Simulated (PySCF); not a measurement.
# ZrN₂: relaxation and vibrations of the triplet

Aim: relax ZrN₂ as a triplet from a linear start, check by its vibrations whether the end is a minimum, and collect its spectrum and constants.

Method: PBE0, basis Zr def2-TZVP with ECP28, N def2-TZVP, scalar-relativistic core potentials, no spin–orbit coupling, density fitting; program: PySCF 2.14.0.

## (1) The system as given

3 atoms, charge 0, spin multiplicity 3.

Bond lengths: Zr1–N2 1.870 Å, Zr1–N3 1.870 Å. Angles: N2–Zr1–N3 180.0°.

```xyz
3
charge 0 multiplicity 3
Zr    0.0000    0.0000    0.0000
N     0.0000    0.0000    1.8700
N     0.0000    0.0000   -1.8700
```

## (2) Finding the electronic state

The steps below are one call of a driver around PySCF. For each, scf.py gives the equivalent set-up of the SCF; relaxations use the driver's own optimiser. After this first run the driver tries any further starts and a stability analysis.

The input, scf.py:

```python
from pyscf import gto, scf, dft
mol = gto.M(atom='''
Zr     0.000000     0.000000     0.000000
N      0.000000     0.000000     1.870000
N      0.000000     0.000000    -1.870000''',
    basis={'Zr': 'def2-TZVP', 'N': 'def2-TZVP'},
    ecp={'Zr': 'def2-TZVP'},
    charge=0, spin=2)
mf = dft.UKS(mol, xc='PBE0')
mf.grids.atom_grid = (50, 194)
aux = {'Zr': 'def2-universal-JKFIT', 'N': 'def2-universal-JKFIT'}
mf = mf.density_fit(auxbasis=aux)
mf.conv_tol = 1e-08
mf.diis_space = 10
mf.max_cycle = 60
mf.init_guess = 'minao'
mf.verbose = 4
mf.kernel()
```

Started as:

```
OMP_NUM_THREADS=4 python axn.py task.json out
```

Standard output:

```text
init E= -150.71087336855
cycle= 1 E= -155.48860412701  delta_E= -4.78  |g|= 1.18  |ddm|= 3.45
[... the frontier-level lines of each cycle are left out ...]
cycle= 2 E= -154.559900251509  delta_E= 0.929  |g|= 1.77  |ddm|= 1.96
cycle= 3 E= -156.099837735615  delta_E= -1.54  |g|= 0.39  |ddm|=  1.4
cycle= 4 E= -156.11361210135  delta_E= -0.0138  |g|= 0.453  |ddm|= 0.943
cycle= 5 E= -156.198504877426  delta_E= -0.0849  |g|=  0.2  |ddm|= 0.167
cycle= 6 E= -156.220305194478  delta_E= -0.0218  |g|= 0.0687  |ddm|= 0.11
cycle= 7 E= -156.224416064814  delta_E= -0.00411  |g|= 0.00916  |ddm|= 0.0925
cycle= 8 E= -156.224780751965  delta_E= -0.000365  |g|= 0.00678  |ddm|= 0.0417
cycle= 9 E= -156.224902453651  delta_E= -0.000122  |g|= 0.00347  |ddm|= 0.033
cycle= 10 E= -156.22491302168  delta_E= -1.06e-05  |g|= 0.000534  |ddm|= 0.00746
cycle= 11 E= -156.224913260351  delta_E= -2.39e-07  |g|= 0.000231  |ddm|= 0.00107
cycle= 12 E= -156.224913297175  delta_E= -3.68e-08  |g|= 2.02e-05  |ddm|= 0.000227
cycle= 13 E= -156.224913298408  delta_E= -1.23e-09  |g|= 4.51e-06  |ddm|= 8.64e-05
Extra cycle  E= -156.224913298379  delta_E= 2.84e-11  |g|= 1.1e-05  |ddm|= 1.14e-05
converged SCF energy = -156.224913298379  <S^2> = 2.1761583  2S+1 = 3.115226
```

This step, with its further starts and checks, took 9.8 s on 4 threads of Arm Neoverse V2, shared host.

Energies from each starting density:

```
                      start  energy (Eh)
    the minimal-basis guess  -156.224913
a thermally smeared density  -156.224913
      a smeared PBE density  -156.224913
```

No lower solution of this spin turned up from the other starts or in the test of internal stability.

## (3) Linear start, triplet: relaxation

The program finds D∞h symmetry in the start, which this walk keeps. The walk stops when the largest gradient is under 0.0003 Eh/bohr and the energy has settled too.

scf.py, as its differences from that of step 2:

```diff
@@ -16 +15,0 @@
-mf.init_guess = 'minao'
```

Steps of the walk:

```
step  energy (Eh)  change (kJ/mol)  largest symmetric gradient (Eh/bohr)
   0  -156.224913             0.00                               0.00407
   1  -156.224960            -0.12                               0.00019
   2  -156.224960            -0.12                               0.00000
```

The walk took 3.9 s.

After 2 steps and 0.1 kJ/mol it ends at D∞h: Zr–N 1.876 Å (×2); N–Zr–N 180.0°.

## (4) Is it a minimum? Harmonic modes

On the finer grid the gradient is checked again; gradients at displacements of ±0.02 bohr then give force constants and infrared intensities.

scf.py, as its differences from that of step 3:

```diff
@@ -4,2 +4,2 @@
-N      0.000000     0.000000     1.870000
-N      0.000000     0.000000    -1.870000''',
+N      0.000000     0.000000     1.876141
+N     -0.000000    -0.000000    -1.876141''',
@@ -10 +10 @@
-mf.grids.atom_grid = (50, 194)
+mf.grids.atom_grid = (75, 302)
@@ -13 +13 @@
-mf.conv_tol = 1e-08
+mf.conv_tol = 1e-10
```

The driver hands on the density of the step before, so the log starts near convergence.

Log of the central SCF (cycles and frontier levels):

```text
init E= -156.224942164129
[... the frontier-level lines of each cycle are left out ...]
cycle= 1 E= -156.224942163919  delta_E= 2.1e-10  |g|= 2.25e-05  |ddm|= 1.93e-05
cycle= 2 E= -156.224942162631  delta_E= 1.29e-09  |g|= 5.57e-05  |ddm|= 4.74e-05
cycle= 3 E= -156.224942164167  delta_E= -1.54e-09  |g|= 2.82e-06  |ddm|= 3.38e-05
cycle= 4 E= -156.224942164171  delta_E= -4.58e-12  |g|= 2.17e-07  |ddm|= 1.53e-06
Extra cycle  E= -156.224942164171  delta_E= 2.84e-13  |g|= 5.31e-07  |ddm|= 5.89e-07
converged SCF energy = -156.224942164171  <S^2> = 2.1791746  2S+1 = 3.1171619
```

The whole step took 20 s.

Geometry: D∞h; Zr–N 1.876 Å (×2); N–Zr–N 180.0°.

Modes, for the most abundant isotopes:

```json
{"ω (cm⁻¹)": "533i", "IR (km/mol)": "120", "μ (u)": "17.52", "type": "stretch"}
{"ω (cm⁻¹)": "288i", "IR (km/mol)": "209", "μ (u)": "17.52", "type": "bend"}
{"ω (cm⁻¹)": "265i", "IR (km/mol)": "201", "μ (u)": "17.52", "type": "bend"}
{"ω (cm⁻¹)": "806", "IR (km/mol)": "0.0", "μ (u)": "14.00", "type": "stretch"}
```

3 modes are imaginary, the largest at 533i cm⁻¹: a saddle point, not a minimum.

Here the density breaks the symmetry of the frame, and no labels are given; pairs that should be degenerate can split.

Properties at this point:

```yaml
Dipole_moment: 0.00 D
Highest_occupied_level: -5.91 eV
Lowest_empty_level: -3.50 eV
Rotational_constants: 0.171 cm⁻¹
Zero-point_energy_real_modes: 4.8 kJ/mol
Principal_polarisabilities: 48.9, 57.6, 114.6 bohr³
Atomisation_energy_without_zero-point_energy: 670 kJ/mol
Principal_traceless_quadrupole_moments_about_the_centre_of_mass: -24.45, 10.06, 14.38 D Å
Spin_squared_⟨S²⟩: 2.179
```

Populations by atom (charges in e):

| atom | Mulliken | Löwdin | polar tensor | spin (Mulliken) | Mayer order to Zr1 |
| --- | --- | --- | --- | --- | --- |
| Zr1 | 1.14 | 0.67 | 0.87 | -0.56 | – |
| N2,3 | -0.57 | -0.34 | -0.44 | 1.28 | 1.87 |

Outer orbital energies (eV). α occupied: -20.71, -18.71, -9.38, -9.09, -8.39, -7.66, -6.73, -6.23; empty: -3.13, -2.64, -2.63, -0.11. β occupied: -35.66, -35.61, -18.49, -16.36, -7.91, -7.11, -6.67, -5.91; empty: -3.50, -3.10, -2.89, -2.89.

Mulliken populations on Zr1 (outside its core potential): s 2.13, p 6.28, d 2.36, f 0.09.

## (5) Following the imaginary mode

The start is the last point, displaced along its most imaginary mode.

The program finds C∞v symmetry in the start, which this walk keeps. The walk stops when the largest gradient is under 0.0003 Eh/bohr and the energy has settled too.

scf.py, as its differences from that of step 4:

```diff
@@ -3,3 +3,3 @@
-Zr     0.000000     0.000000     0.000000
-N      0.000000     0.000000     1.876141
-N     -0.000000    -0.000000    -1.876141''',
+Zr     0.000000     0.000000     0.037381
+N      0.000000    -0.000000     1.756141
+N     -0.000000     0.000000    -1.996141''',
@@ -10 +10 @@
-mf.grids.atom_grid = (75, 302)
+mf.grids.atom_grid = (50, 194)
@@ -13 +13 @@
-mf.conv_tol = 1e-10
+mf.conv_tol = 1e-08
```

Steps of the walk:

```
step  energy (Eh)  change (kJ/mol)  largest symmetric gradient (Eh/bohr)
   0  -156.229990             0.00                               0.01145
   1  -156.230337            -0.91                               0.00757
   2  -156.230473            -1.27                               0.00423
   3  -156.230501            -1.34                               0.00062
   4  -156.230501            -1.34                               0.00007
```

The walk took 9.5 s.

Positions (Å) and forces (eV/Å) along the way:

```
step 0
Zr   0.000   0.000   0.037   0.000   0.000   0.346
N    0.000   0.000   1.756   0.000   0.000   0.242
N    0.000   0.000  -1.996   0.000   0.000  -0.589
step 1
Zr   0.000   0.000   0.043   0.000   0.000   0.390
N    0.000   0.000   1.767   0.000   0.000  -0.124
N    0.000   0.000  -2.012   0.000   0.000  -0.265
step 2
Zr   0.000   0.000   0.050   0.000   0.000   0.217
N    0.000   0.000   1.771   0.000   0.000  -0.153
N    0.000   0.000  -2.024   0.000   0.000  -0.064
step 3
Zr   0.000   0.000   0.055   0.000   0.000   0.024
N    0.000   0.000   1.771   0.000   0.000  -0.032
N    0.000   0.000  -2.029   0.000   0.000   0.007
step 4
Zr   0.000   0.000   0.056   0.000   0.000  -0.002
N    0.000   0.000   1.771   0.000   0.000  -0.002
N    0.000   0.000  -2.029   0.000   0.000   0.004
```

After 4 steps and 1.3 kJ/mol it ends at C∞v: Zr–N 1.715 Å, Zr–N 2.084 Å; N–Zr–N 180.0°.

## (6) Vibrations and properties at this point

The same treatment as at the point before.

scf.py, as its differences from that of step 5:

```diff
@@ -3,3 +3,3 @@
-Zr     0.000000     0.000000     0.037381
-N      0.000000    -0.000000     1.756141
-N     -0.000000     0.000000    -1.996141''',
+Zr     0.000000    -0.000000     0.043888
+N      0.000000    -0.000000     1.758813
+N     -0.000000     0.000000    -2.040393''',
@@ -10 +10 @@
-mf.grids.atom_grid = (50, 194)
+mf.grids.atom_grid = (75, 302)
@@ -13 +13 @@
-mf.conv_tol = 1e-08
+mf.conv_tol = 1e-10
```

Log of the central SCF (cycles and frontier levels):

```text
init E= -156.230500974009
[... the frontier-level lines of each cycle are left out ...]
cycle= 1 E= -156.230500974013  delta_E= -3.69e-12  |g|= 1.41e-06  |ddm|= 3.57e-06
Extra cycle  E= -156.230500974013  delta_E= 2.27e-13  |g|= 2.86e-06  |ddm|= 3.77e-06
converged SCF energy = -156.230500974013  <S^2> = 2.0209357  2S+1 = 3.0139248
```

The whole step took 38 s on 4 threads of Arm Neoverse V2, shared host.

Geometry: C∞v; Zr–N 1.715 Å, Zr–N 2.084 Å; N–Zr–N 180.0°.

Modes, for the most abundant isotopes:

| ω (cm⁻¹) | IR (km/mol) | μ (u) |
| --- | --- | --- |
| 239i | 178 | 17.48 |
| 236i | 160 | 17.48 |
| 468 | 4.0 | 15.98 |
| 928 | 67.6 | 15.17 |

With 2 modes imaginary (up to 239i cm⁻¹) this point is a saddle.

Here the density breaks the symmetry of the frame, and no labels are given; pairs that should be degenerate can split.

Properties at this point:

* Dipole moment: 0.50 D
* Highest occupied level: -5.98 eV
* Lowest empty level: -3.04 eV
* Rotational constants: 0.1656 cm⁻¹
* Zero-point energy (real modes): 8.4 kJ/mol
* Principal polarisabilities: 41.1, 55.7, 94.7 bohr³
* Atomisation energy without zero-point energy: 685 kJ/mol
* Principal traceless quadrupole moments about the centre of mass: -22.75, 9.41, 13.35 D Å
* Spin squared ⟨S²⟩: 2.021

Populations by atom (charges in e):

```csv
atom,Mulliken,Löwdin,polar tensor,spin (Mulliken),Mayer order to Zr1
Zr1,1.09,0.67,1.60,0.04,–
N2,-0.55,-0.35,-1.03,0.24,2.72
N3,-0.54,-0.32,-0.57,1.73,1.14
```

Mulliken populations on Zr1 (outside its core potential): s 2.22, p 6.24, d 2.36, f 0.09.

## (7) Following the imaginary mode

The start is the last point, displaced along its most imaginary mode.

The program finds Cs symmetry in the start, which this walk keeps.

scf.py, as its differences from that of step 6:

```diff
@@ -3,3 +3,3 @@
-Zr     0.000000    -0.000000     0.043888
-N      0.000000    -0.000000     1.758813
-N     -0.000000     0.000000    -2.040393''',
+Zr     0.033990    -0.002313     0.043865
+N     -0.119723     0.008148     1.758790
+N     -0.098507     0.006704    -2.040416''',
@@ -10 +10 @@
-mf.grids.atom_grid = (75, 302)
+mf.grids.atom_grid = (50, 194)
@@ -13 +13 @@
-mf.conv_tol = 1e-10
+mf.conv_tol = 1e-08
```

Energy and gradient, step by step:

```
step  energy (Eh)  change (kJ/mol)  largest symmetric gradient (Eh/bohr)
   0  -156.232133             0.00                               0.01146
   1  -156.234253            -5.57                               0.01719
   2  -156.238350           -16.32                               0.02182
   3  -156.244625           -32.80                               0.02110
   4  -156.251098           -49.79                               0.02834
   5  -156.260217           -73.73                               0.05904
   6  -156.266449           -90.10                               0.02360
   7  -156.269886           -99.12                               0.00627
   8  -156.270643          -101.11                               0.00718
   9  -156.270764          -101.43                               0.00151
  10  -156.270777          -101.46                               0.00140
  11  -156.270782          -101.47                               0.00079
  12  -156.270784          -101.48                               0.00015
```

The walk took 27 s.

Geometry (Å) and forces (eV/Å) at some steps:

```
step 0
Zr   0.034  -0.002   0.044   0.589  -0.041   0.168
N   -0.120   0.008   1.759  -0.317   0.023  -0.271
N   -0.099   0.007  -2.040  -0.272   0.019   0.103
step 1
Zr   0.083  -0.006   0.045   0.884  -0.063   0.027
N   -0.147   0.010   1.747  -0.482   0.035  -0.084
N   -0.121   0.008  -2.030  -0.402   0.028   0.056
step 6
Zr   0.562  -0.038   0.073  -0.236   0.015   0.744
N   -0.402   0.027   1.522   0.354  -0.024  -1.214
N   -0.344   0.023  -1.832  -0.118   0.008   0.469
step 12
Zr   0.698  -0.048   0.093   0.004  -0.004  -0.005
N   -0.472   0.032   1.341  -0.009  -0.003   0.007
N   -0.411   0.028  -1.672   0.005   0.007  -0.002
```

It settles in Cs symmetry, 101.5 kJ/mol below the start, after 12 steps: Zr–N 1.712 Å, Zr–N 2.086 Å; N–Zr–N 104.6°.

## (8) Hessian and properties

As before: finer grid, then central differences.

scf.py, as its differences from that of step 7:

```diff
@@ -3,3 +3,3 @@
-Zr     0.033990    -0.002313     0.043865
-N     -0.119723     0.008148     1.758790
-N     -0.098507     0.006704    -2.040416''',
+Zr     0.270639    -0.018420     0.061323
+N     -0.899360     0.061211     1.309497
+N     -0.838758     0.057086    -1.704079''',
@@ -10 +10 @@
-mf.grids.atom_grid = (50, 194)
+mf.grids.atom_grid = (75, 302)
@@ -13 +13 @@
-mf.conv_tol = 1e-08
+mf.conv_tol = 1e-10
```

Log of the central SCF (cycles and frontier levels):

```text
init E= -156.270803729657
[... the frontier-level lines of each cycle are left out ...]
cycle= 1 E= -156.270803729619  delta_E= 3.79e-11  |g|= 9.66e-06  |ddm|= 6.77e-06
Extra cycle  E= -156.27080372905  delta_E= 5.69e-10  |g|= 3.65e-05  |ddm|= 2.31e-05
converged SCF energy = -156.27080372905  <S^2> = 2.0349679  2S+1 = 3.0232221
```

The whole step took 43 s.

Geometry: Cs; Zr–N 1.713 Å, Zr–N 2.086 Å; N–Zr–N 104.6°.

Modes, for the most abundant isotopes:

```tsv
symmetry	ω (cm⁻¹)	IR (km/mol)
a'	183	15.0
a'	441	13.6
a'	981	52.0
```

Every mode is real; the point is a minimum.

Constants and moments:

- Dipole moment: 7.17 D
- Highest occupied level: -6.07 eV
- Lowest empty level: -3.14 eV
- Rotational constants: 0.6192, 0.2567, 0.1815 cm⁻¹
- Zero-point energy: 9.6 kJ/mol
- Principal polarisabilities: 33.0, 53.4, 77.8 bohr³
- Atomisation energy without zero-point energy: 791 kJ/mol
- Principal traceless quadrupole moments about the centre of mass: -14.99, 2.99, 12.00 D Å
- Entropy at 298.15 K and 1 bar (electronic part: spin only): 289.5 J/(mol K)
- Heat capacity Cp at 298.15 K: 48.5 J/(mol K)
- Enthalpy at 298.15 K above 0 K: 12.28 kJ/mol
- Rotational symmetry number: 1
- Spin squared ⟨S²⟩: 2.035

Populations by atom (charges in e):

```json
{"atom": "Zr1", "Mulliken": "0.97", "Löwdin": "0.55", "polar tensor": "1.09", "spin (Mulliken)": "-0.15", "Mayer order to Zr1": "–"}
{"atom": "N2", "Mulliken": "-0.56", "Löwdin": "-0.35", "polar tensor": "-0.70", "spin (Mulliken)": "0.32", "Mayer order to Zr1": "2.80"}
{"atom": "N3", "Mulliken": "-0.42", "Löwdin": "-0.20", "polar tensor": "-0.39", "spin (Mulliken)": "1.83", "Mayer order to Zr1": "1.13"}
```

Mulliken populations on Zr1 (outside its core potential): s 2.14, p 6.16, d 2.67, f 0.06.

## (9) All stationary points

| spin | group | bonds | imaginary modes (cm⁻¹) | ΔE (kJ/mol) | with zero-point energy |
| --- | --- | --- | --- | --- | --- |
| triplet | Cs | Zr–N 1.713 Å, Zr–N 2.086 Å | none | 0.0 | 0.0 |
| triplet | C∞v (density of lower symmetry) | Zr–N 1.715 Å, Zr–N 2.084 Å | 239i, 236i | 105.8 | – |
| triplet | D∞h (density of lower symmetry) | Zr–N 1.876 Å (×2) | 533i, 288i, 265i | 120.4 | – |

## (10) What came out

```
                                          quantity                                      value
                                           minimum                                triplet, Cs
                                          geometry  Zr–N 1.713 Å, Zr–N 2.086 Å; N–Zr–N 104.6°
                                wavenumbers (cm⁻¹)               183 (a'), 441 (a'), 981 (a')
                                     dipole moment                                     7.17 D
highest occupied, lowest empty level (either spin)                            -6.07, -3.14 eV
                        polar-tensor charge of Zr1                                    +1.09 e
                                 zero-point energy                                 9.6 kJ/mol
                               entropy at 298.15 K                            289.5 J/(mol K)
         atomisation energy (no zero-point energy)                                 791 kJ/mol
                                              ⟨S²⟩                                      2.035
```

In words: The linear start (D∞h) ends in a minimum of Cs symmetry, after a stop at a second-order saddle point 105.8 kJ/mol higher, from which it was pushed off along an imaginary mode. In the infrared the band at 981 cm⁻¹ (a', stretch) leads. With 7.2 D the molecule is strongly polar. Only this shape and spin were tried, so other structures or states may lie lower. One determinant may miss the lowest occupation of an open d or f shell.

The search up to here took 2.5 min on 4 threads of Arm Neoverse V2, shared host.
